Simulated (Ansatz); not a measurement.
# Sn5H: a trial structure relaxed

Aim: relax a trial structure of Sn5H and see where it ends.

Program: Ansatz 0.2.0. Level of theory: DFT PBE, scalar-relativistic, plane waves, PAW. These are calculated values, not measurements.

## 1. Starting point

The structure is cubic, space group F-43m (No. 216). The conventional cell has a = 8.475 Å, b = 8.475 Å, c = 8.475 Å, α = 90.00°, β = 90.00°, γ = 90.00°. Around Sn (site symmetry -43m) lie 12 Sn at 3.52 Å and 4 H at 3.67 Å. Sn (site symmetry 3m) has 9 Sn at 2.98 to 3.52 Å and 3 H at 3.51 Å in its first shell of neighbours. H (site symmetry -43m) is surrounded by 16 Sn at 3.51 to 3.67 Å.

Coordinates:

```cif
data_structure
_symmetry_space_group_name_H-M 'F-43m'
_symmetry_Int_Tables_number 216
_cell_length_a 8.4751
_cell_length_b 8.4751
_cell_length_c 8.4751
_cell_angle_alpha 90.000
_cell_angle_beta 90.000
_cell_angle_gamma 90.000
_cell_volume 608.75
loop_
_atom_site_label
_atom_site_type_symbol
_atom_site_symmetry_multiplicity
_atom_site_Wyckoff_symbol
_atom_site_fract_x
_atom_site_fract_y
_atom_site_fract_z
_atom_site_occupancy
Sn1 Sn 4 d 0.25000 0.25000 0.75000 1
Sn2 Sn 16 e 0.37443 0.12557 0.12557 1
H1 H 4 a 0.00000 0.00000 0.00000 1
```

The cell is invented: species swapped into a database cell of Be5Co (F-43m, No. 216), with Sn on the Be sites and H on the Co sites. Its size is a rough estimate.

## 2. The guess as it stands, on a coarse mesh

input.yaml reads:

```yaml
crystal:
  lattice:
    - [0.0, 4.23757352, 4.23757352]
    - [4.23757352, 0.0, 4.23757352]
    - [4.23757352, 4.23757352, 0.0]
  atoms:
    - { symbol: Sn, position: [0.25, 0.25, 0.25] }
    - { symbol: Sn, position: [0.62557281, 0.12328158, 0.62557281] }
    - { symbol: Sn, position: [0.62557281, 0.62557281, 0.12328158] }
    - { symbol: Sn, position: [0.62557281, 0.62557281, 0.62557281] }
    - { symbol: Sn, position: [0.12328158, 0.62557281, 0.62557281] }
    - { symbol: H, position: [0.0, 0.0, 0.0] }
basis:
  ecutwfc: 420
kpoints:
  mp_grid: { grid: [4, 4, 4] }
hamiltonian:
  xc: pbe
scf:
  occupations: { method: gaussian, width: 0.1 }
  lower_state_search: "off"
output:
  forces: true
  stress: true
  eigenvalues: true
```

Command:

```console
> ansatz run input.yaml --threads 1 --pin off --max-ram 2560MiB --backend cpu --events-out ev --progress --plain --runs-dir out
```

The session goes on with these runs: coarse relaxation; full relaxation.

Before running it: what results should come out? Wanted: conventional cell; volume; energy over the elements; gap on the mesh.

As calculated:

| quantity | value |
| --- | --- |
| symmetry at the end (tolerance 0.05 Å) | space group F-43m (No. 216) |
| conventional cell | a = 8.732 Å, b = 8.732 Å, c = 8.732 Å, α = 90.00°, β = 90.00°, γ = 90.00° |
| volume | 27.74 Å³/atom |
| energy over the elements (uncorrected; H, N, O, F and Cl as molecules), grey Sn | +0.54 eV/atom |
| gap on the mesh | none (metal) |

The space group F-43m (No. 216) is kept, and the volume per atom grows by 9.4 % from the first guess. The formation energy is positive, so the separate elements lie lower. No finished test with a distortion of lower symmetry is shown, so the end may be a saddle point.
